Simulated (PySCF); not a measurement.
# Pt₂S: structure of the singlet

Where does singlet Pt₂S go from a PBE0 minimum start, is the end point a minimum, and what are its modes, charges and moments?

Computed with PySCF 2.14.0. Level: PBE0, basis S def2-SVP, Pt def2-SVP with ECP60, scalar-relativistic core potentials, no spin–orbit coupling, density fitting.

### Step 1. The starting structure

3 atoms, charge 0, spin multiplicity 1.

Bond lengths: S1–Pt2 2.077 Å, S1–Pt3 2.077 Å. Angles: Pt2–S1–Pt3 111.9°.

Z-matrix (Å, degrees; charge 0 multiplicity 1):
```
S
Pt 1 2.0773
Pt 1 2.0773 2 111.90
```

### Step 2. First SCF at the start

One driver script runs all steps and calls PySCF; scf.py shows how it sets up the SCF of each step. The optimiser is the driver's own. After this first run the driver tries any further starts and a stability analysis.

Input file scf.py:

```python
from pyscf import gto, scf, dft
mol = gto.M(atom='''
S      0.000000     0.000000    -1.074951
Pt     1.721178    -0.000000     0.088140
Pt    -1.721178     0.000000     0.088140''',
    basis={'S': 'def2-SVP', 'Pt': 'def2-SVP'},
    ecp={'Pt': 'def2-SVP'},
    charge=0, spin=0)
mf = dft.RKS(mol, xc='PBE0')
mf.grids.atom_grid = (50, 194)
aux = {'S': 'def2-universal-JKFIT', 'Pt': 'def2-universal-JKFIT'}
mf = mf.density_fit(auxbasis=aux)
mf.conv_tol = 1e-08
mf.diis_space = 10
mf.max_cycle = 60
mf.init_guess = 'minao'
mf.verbose = 4
mf.kernel()
```

On the command line:

```
> OMP_NUM_THREADS=2 python axn.py task.json out
```

The log of the run (excerpt; [...] marks lines left out):

```text
[... the frontier levels of the middle cycles are left out ...]
init E= -613.674775658744
  HOMO = -0.889692315837299  LUMO = -0.864060372543965  gap/eV = 0.69748
cycle= 1 E= -635.572495419027  delta_E= -21.9  |g|= 1.78  |ddm|= 10.9
  HOMO = 0.0768666693350636  LUMO = 0.0847816695922479  gap/eV = 0.21538
cycle= 2 E= -623.180039143434  delta_E= 12.4  |g|= 6.28  |ddm|= 9.76
  HOMO = -0.263569220132823  LUMO = -0.212814615126335  gap/eV = 1.38110
cycle= 3 E= -636.557562978792  delta_E= -13.4  |g|= 0.216  |ddm|= 8.83
cycle= 4 E= -636.563629395578  delta_E= -0.00607  |g|= 0.147  |ddm|= 0.501
cycle= 5 E= -636.565800285175  delta_E= -0.00217  |g|= 0.112  |ddm|= 0.204
cycle= 6 E= -636.568703888577  delta_E= -0.0029  |g|= 0.0326  |ddm|= 0.108
cycle= 7 E= -636.568894080331  delta_E= -0.00019  |g|= 0.0148  |ddm|= 0.0358
cycle= 8 E= -636.56894935799  delta_E= -5.53e-05  |g|= 0.00254  |ddm|= 0.022
cycle= 9 E= -636.568951834862  delta_E= -2.48e-06  |g|= 0.000355  |ddm|= 0.00526
cycle= 10 E= -636.568952234475  delta_E= -4e-07  |g|= 0.000187  |ddm|= 0.00325
cycle= 11 E= -636.568952338463  delta_E= -1.04e-07  |g|= 7.95e-05  |ddm|= 0.00209
cycle= 12 E= -636.568952346382  delta_E= -7.92e-09  |g|= 2.14e-05  |ddm|= 0.00058
  HOMO = -0.233370046610881  LUMO = -0.164085880046377  gap/eV = 1.88532
Extra cycle  E= -636.568952346359  delta_E= 2.34e-11  |g|= 3.16e-05  |ddm|= 8.27e-05
converged SCF energy = -636.568952346359
```

This step, with its further starts and checks, needed 4.5 s of wall time on 2 threads of Arm Neoverse N1, shared host.

The test of internal stability found no lower closed-shell solution.

### Step 3. Relaxing the singlet from the PBE0 minimum start

The program finds C2v symmetry in the start, which this walk keeps.

scf.py, as its differences from that of step 2:

```diff
@@ -4 +4 @@
-Pt     1.721178    -0.000000     0.088140
+Pt     1.721178     0.000000     0.088140
@@ -16 +15,0 @@
-mf.init_guess = 'minao'
```

Steps of the walk:

| step | energy (Eh) | change (kJ/mol) | largest symmetric gradient (Eh/bohr) |
| --- | --- | --- | --- |
| 0 | -636.568952 | 0.00 | 0.00005 |

The walk took 2.6 s.

It settles in C2v symmetry, 0.0 kJ/mol below the start, after 0 steps: S–Pt 2.077 Å (×2); Pt–S–Pt 111.9°.

### Step 4. Hessian and properties

The point is checked on the finer grid, and tightened if its gradient asks for it. The Hessian and the dipole derivatives come from central differences of analytic gradients, with steps of 0.02 bohr.

scf.py, as its differences from that of step 3:

```diff
@@ -3,3 +3,3 @@
-S      0.000000     0.000000    -1.074951
-Pt     1.721178     0.000000     0.088140
-Pt    -1.721178     0.000000     0.088140''',
+S      0.000000     0.000000    -1.074710
+Pt     1.721390     0.000000     0.088020
+Pt    -1.721390     0.000000     0.088020''',
@@ -10 +10 @@
-mf.grids.atom_grid = (50, 194)
+mf.grids.atom_grid = (75, 302)
@@ -13 +13 @@
-mf.conv_tol = 1e-08
+mf.conv_tol = 1e-10
```

This SCF starts from the last density.

Log of the central SCF (cycles and frontier levels):

```text
init E= -636.569103589404
  HOMO = -0.233391370672731  LUMO = -0.164104612702729  gap/eV = 1.88539
cycle= 1 E= -636.569103589165  delta_E= 2.4e-10  |g|= 2.99e-05  |ddm|= 4.06e-05
  HOMO = -0.23339198649231  LUMO = -0.164105088293961  gap/eV = 1.88539
cycle= 2 E= -636.569103583445  delta_E= 5.72e-09  |g|= 0.000145  |ddm|= 0.000196
  HOMO = -0.233391803949293  LUMO = -0.164104976539888  gap/eV = 1.88539
cycle= 3 E= -636.569103589418  delta_E= -5.97e-09  |g|= 2.27e-06  |ddm|= 0.000163
  HOMO = -0.233391615629814  LUMO = -0.164104837496374  gap/eV = 1.88539
cycle= 4 E= -636.569103589417  delta_E= 1.71e-12  |g|= 5.89e-07  |ddm|= 2.74e-06
  HOMO = -0.233391606502898  LUMO = -0.16410476819347  gap/eV = 1.88539
Extra cycle  E= -636.569103589419  delta_E= -2.05e-12  |g|= 1.45e-06  |ddm|= 2.21e-06
converged SCF energy = -636.569103589419
```

The whole step took 35 s.

Geometry: C2v; S–Pt 2.077 Å (×2); Pt–S–Pt 111.9°.

Harmonic modes (main isotopes):

```csv
symmetry,ω (cm⁻¹),IR (km/mol),μ (u)
a1,67,0.6,120.63
a1,398,4.6,38.26
b2,553,6.9,35.10
```

Every mode is real; the point is a minimum.

Properties at this point:

- Dipole moment: 1.22 D
- Highest occupied level: -6.35 eV
- Lowest empty level: -4.47 eV
- Rotational constants: 0.422, 0.01459, 0.0141 cm⁻¹
- Zero-point energy: 6.1 kJ/mol
- Principal polarisabilities: 68.8, 72.1, 156.6 bohr³
- Atomisation energy without zero-point energy: 607 kJ/mol
- Principal traceless quadrupole moments about the centre of mass: -5.49, -4.57, 10.05 D Å
- Entropy at 298.15 K and 1 bar: 325.1 J/(mol K)
- Heat capacity Cp at 298.15 K: 52.4 J/(mol K)
- Enthalpy at 298.15 K above 0 K: 13.33 kJ/mol
- Rotational symmetry number: 2

Populations by atom (charges in e):

```json
{"atom": "S1", "Mulliken": "0.00", "Löwdin": "0.72", "polar tensor": "-0.06", "Mayer order to S1": "–"}
{"atom": "Pt2,3", "Mulliken": "0.00", "Löwdin": "-0.36", "polar tensor": "0.03", "Mayer order to S1": "1.57"}
```

Outer orbital energies (eV). occupied: -8.06, -8.05, -7.40, -7.38, -7.30, -7.20, -6.58, -6.35; empty: -4.47, -2.66, -2.27, 0.28.

Mulliken populations on S1: s 5.93, p 9.91, d 0.17.

### Step 5. A spin-polarised start

A stability analysis found the closed shell of the lowest minimum unstable towards spin polarisation, so the unrestricted solution is followed.

The program finds C2v symmetry in the start, which may break. The walk stops when the largest gradient is under 0.0003 Eh/bohr and the energy has settled too.

scf.py, as its differences from that of step 4:

```diff
@@ -3,3 +3,3 @@
-S      0.000000     0.000000    -1.074710
-Pt     1.721390     0.000000     0.088020
-Pt    -1.721390     0.000000     0.088020''',
+S      0.000000     0.000000    -1.074617
+Pt     1.721390     0.000000     0.088113
+Pt    -1.721390     0.000000     0.088113''',
@@ -9,2 +9,2 @@
-mf = dft.RKS(mol, xc='PBE0')
-mf.grids.atom_grid = (75, 302)
+mf = dft.UKS(mol, xc='PBE0')
+mf.grids.atom_grid = (50, 194)
@@ -13 +13 @@
-mf.conv_tol = 1e-10
+mf.conv_tol = 1e-08
```

Steps of the walk:

| step | energy (Eh) | change (kJ/mol) | largest gradient (Eh/bohr) |
| --- | --- | --- | --- |
| 0 | -636.569399 | 0.00 | 0.00282 |
| 1 | -636.569447 | -0.13 | 0.00136 |
| 2 | -636.569502 | -0.27 | 0.00188 |
| 3 | -636.569529 | -0.34 | 0.00173 |
| 4 | -636.569541 | -0.37 | 0.00070 |
| 5 | -636.569543 | -0.38 | 0.00009 |

The walk took 30 s.

It settles in C2v symmetry, 0.4 kJ/mol below the start, after 5 steps: S–Pt 2.083 Å (×2); Pt–S–Pt 115.1°.

### Step 6. Frequencies

The same treatment as at the point before.

scf.py, as its differences from that of step 5:

```diff
@@ -3,3 +3,3 @@
-S      0.000000     0.000000    -1.074617
-Pt     1.721390     0.000000     0.088113
-Pt    -1.721390     0.000000     0.088113''',
+S     -0.000001    -0.000000    -1.032554
+Pt     1.757438     0.000000     0.084665
+Pt    -1.757438    -0.000000     0.084667''',
@@ -10 +10 @@
-mf.grids.atom_grid = (50, 194)
+mf.grids.atom_grid = (75, 302)
@@ -13 +13 @@
-mf.conv_tol = 1e-08
+mf.conv_tol = 1e-10
```

SCF at the final geometry:

```text
init E= -636.569691561966
[... the frontier-level lines of each cycle are left out ...]
cycle= 1 E= -636.569691562005  delta_E= -3.89e-11  |g|= 2.35e-06  |ddm|= 1.64e-05
Extra cycle  E= -636.569691562023  delta_E= -1.82e-11  |g|= 6.66e-06  |ddm|= 1.86e-05
converged SCF energy = -636.569691562023  <S^2> = 0.37566871  2S+1 = 1.5819845
```

The whole step needed 77 s of wall time on 2 threads of Arm Neoverse N1, shared host.

Geometry: C2v; S–Pt 2.082 Å (×2); Pt–S–Pt 115.1°.

Modes, for the most abundant isotopes:

```json
{"ω (cm⁻¹)": "62", "IR (km/mol)": "0.3"}
{"ω (cm⁻¹)": "377", "IR (km/mol)": "6.8"}
{"ω (cm⁻¹)": "536", "IR (km/mol)": "3.8"}
```

No imaginary mode, so this is a minimum.

Here the density breaks the symmetry of the frame, and no labels are given.

Properties at this point:

* Dipole moment: 1.30 D
* Highest occupied level: -6.41 eV
* Lowest empty level: -4.33 eV
* Rotational constants: 0.4571, 0.014, 0.01358 cm⁻¹
* Zero-point energy: 5.8 kJ/mol
* Principal polarisabilities: 68.0, 73.4, 185.7 bohr³
* Atomisation energy without zero-point energy: 609 kJ/mol
* Principal traceless quadrupole moments about the centre of mass: -5.98, -4.80, 10.79 D Å
* Entropy at 298.15 K and 1 bar: 326.3 J/(mol K)
* Heat capacity Cp at 298.15 K: 52.8 J/(mol K)
* Enthalpy at 298.15 K above 0 K: 13.44 kJ/mol
* Rotational symmetry number: 2
* Spin squared ⟨S²⟩: 0.376

Populations by atom (charges in e):

| atom | Mulliken | Löwdin | polar tensor | spin (Mulliken) | Mayer order to S1 |
| --- | --- | --- | --- | --- | --- |
| S1 | -0.02 | 0.70 | -0.35 | 0.00 | – |
| Pt2,3 | 0.01 | -0.35 | 0.17 | 0.00 | 1.54 |

Outer orbital energies (eV). α occupied: -8.23, -7.77, -7.37, -7.35, -7.26, -7.20, -6.60, -6.41; empty: -4.33, -2.69, -2.22, 0.31. β occupied: -8.23, -7.77, -7.37, -7.35, -7.26, -7.20, -6.60, -6.41; empty: -4.33, -2.69, -2.22, 0.31.

Mulliken populations on S1: s 5.92, p 9.94, d 0.16.

### Step 7. The points found, side by side

| spin | group | bonds | imaginary modes (cm⁻¹) | ΔE (kJ/mol) | with zero-point energy |
| --- | --- | --- | --- | --- | --- |
| broken-symmetry (Ms = 0) | C2v (density of lower symmetry) | S–Pt 2.082 Å (×2) | none | 0.0 | 0.0 |
| singlet | C2v | S–Pt 2.077 Å (×2) | none | 1.5 | 1.8 |

### Step 8. What came out

| quantity | value |
| --- | --- |
| minimum | broken-symmetry (Ms = 0), C2v |
| geometry | S–Pt 2.082 Å (×2); Pt–S–Pt 115.1° |
| wavenumbers (cm⁻¹) | 62, 377, 536 |
| dipole moment | 1.30 D |
| highest occupied, lowest empty level (either spin) | -6.41, -4.33 eV |
| polar-tensor charge of S1 | -0.35 e |
| zero-point energy | 5.8 kJ/mol |
| entropy at 298.15 K | 326.3 J/(mol K) |
| atomisation energy (no zero-point energy) | 609 kJ/mol |
| ⟨S²⟩ | 0.376 |

The molecule stays C2v, as typed, and the end point is a minimum. The determinant is spin-contaminated (⟨S²⟩ = 0.38 against 0.00), so it is no pure spin state. In the infrared the band at 377 cm⁻¹ leads. Only this shape and spin were tried, so other structures or states may lie lower. The SCF density has lower symmetry than the nuclear frame. Spin–orbit coupling, left out here, can matter for elements this heavy.

The search up to here took 2.6 min.
